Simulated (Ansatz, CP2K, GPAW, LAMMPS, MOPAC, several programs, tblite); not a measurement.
**Many methods on one cell: BN (wurtzite)**

BN (wurtzite), relaxed with r2SCAN in Ansatz, was computed with several methods. The symmetry is P6_3mc (No. 186, hexagonal); conventional cell a = 2.544 Å, c = 4.208 Å, 5.90 Å³ an atom. B is surrounded by 4 N at 1.56–1.58 Å; N is surrounded by 4 B at 1.56–1.58 Å. No spin polarisation and no zero-point or thermal motion.

```cif
data_structure
_symmetry_space_group_name_H-M 'P6_3mc'
_symmetry_Int_Tables_number 186
_cell_length_a 2.5439
_cell_length_b 2.5439
_cell_length_c 4.2078
_cell_angle_alpha 90.000
_cell_angle_beta 90.000
_cell_angle_gamma 120.000
_cell_volume 23.58
loop_
_atom_site_label
_atom_site_type_symbol
_atom_site_symmetry_multiplicity
_atom_site_Wyckoff_symbol
_atom_site_fract_x
_atom_site_fract_y
_atom_site_fract_z
_atom_site_occupancy
B1 B 2 b 0.33333 0.66667 0.00020 1
N1 N 2 b 0.33333 0.66667 0.37480 1
```

Gaps and times are for a single point on this cell; volume and bulk modulus come from each method's own relaxation or energy curve at fixed shape, which is too stiff where a cell has free coordinates or axes. Times are rough, from shared hosts (Arm Neoverse V2), and each method has its own mesh and cell size. A double dagger marks a value from a curve with shape and coordinates held. PM6 (MOPAC), PM7 (MOPAC), GFN1-xTB (tblite), GFN2-xTB (tblite) treat a cluster of cells at its zone centre, which samples few k points: where these miss a band edge, the gap comes out too large for that reason alone. Gaps from k meshes are read at a limited set of points (mesh, symmetry points, PBE's band edges), so each method's own least gap may be somewhat smaller. Force fields have no electrons; where one was fitted to this phase, its volume and modulus reflect the fit. xTB and the PM methods were fitted mostly to molecules, and can miss a solid's gap by electronvolts. Minimal bases can be far off for gaps. d marks a direct gap, i an indirect one (no mark: not told apart), a dash a value that wasn't computed or didn't pass its checks.

```
                              method              kind  gap (eV)  own volume (Å³/atom)  bulk modulus (GPa)  atoms computed  processor time
                   BN.extep (LAMMPS)       force field         –                  5.63                402‡               4          0.11 s
                BNC.tersoff (LAMMPS)       force field         –                  5.33                466‡               4          0.12 s
light PBE (260 eV and a coarse mesh)  light plane-wave    5.27 i                     –                   –               4          0.63 s
     non-self-consistent DFTB (CP2K)     tight binding    9.43 d                     –                   –               4          0.85 s
                                 PBE         semilocal    5.21 i                  5.97                371‡               4           3.2 s
                   GFN1-xTB (tblite)     tight binding      9.59                 5.91‡                388‡             128           3.8 s
                              r2SCAN         semilocal    5.75 i                  5.90                392‡               4           7.3 s
                         PM7 (MOPAC)    semi-empirical      8.46                 6.41‡                515‡             128           8.8 s
                      PBE/SZV (CP2K)       small basis    9.16 d                 6.21‡                365‡               4            12 s
                         PM6 (MOPAC)    semi-empirical      8.73                     –                   –             128            17 s
                   GFN2-xTB (tblite)     tight binding      6.89                 6.06‡                357‡             128            22 s
              PBE/single zeta (GPAW)       small basis    8.32 i                     –                   –               4            40 s
                     PBE/DZVP (CP2K)       small basis    5.29 i                 5.99‡                366‡               4            50 s
```

Against r2SCAN (5.75 eV) and with closed or daggered gaps left aside, the nearest gap at the points sampled is that of PBE/DZVP (CP2K) (-0.46 eV) and the farthest that of GFN1-xTB (tblite) (+3.84 eV). r2SCAN is only a yardstick of convenience: semilocal gaps usually lie below measured ones, which GLLB-SC and hybrids aim to mend.

Volumes against r2SCAN's: BN.extep (LAMMPS) -4.5 %, BNC.tersoff (LAMMPS) -9.6 %, PBE +1.2 %.

Runs without a result: GLLB-SC (GPAW) (single point).

Relaxed on its own, the cell leaves this structure with non-self-consistent DFTB (CP2K), so no volume is listed.
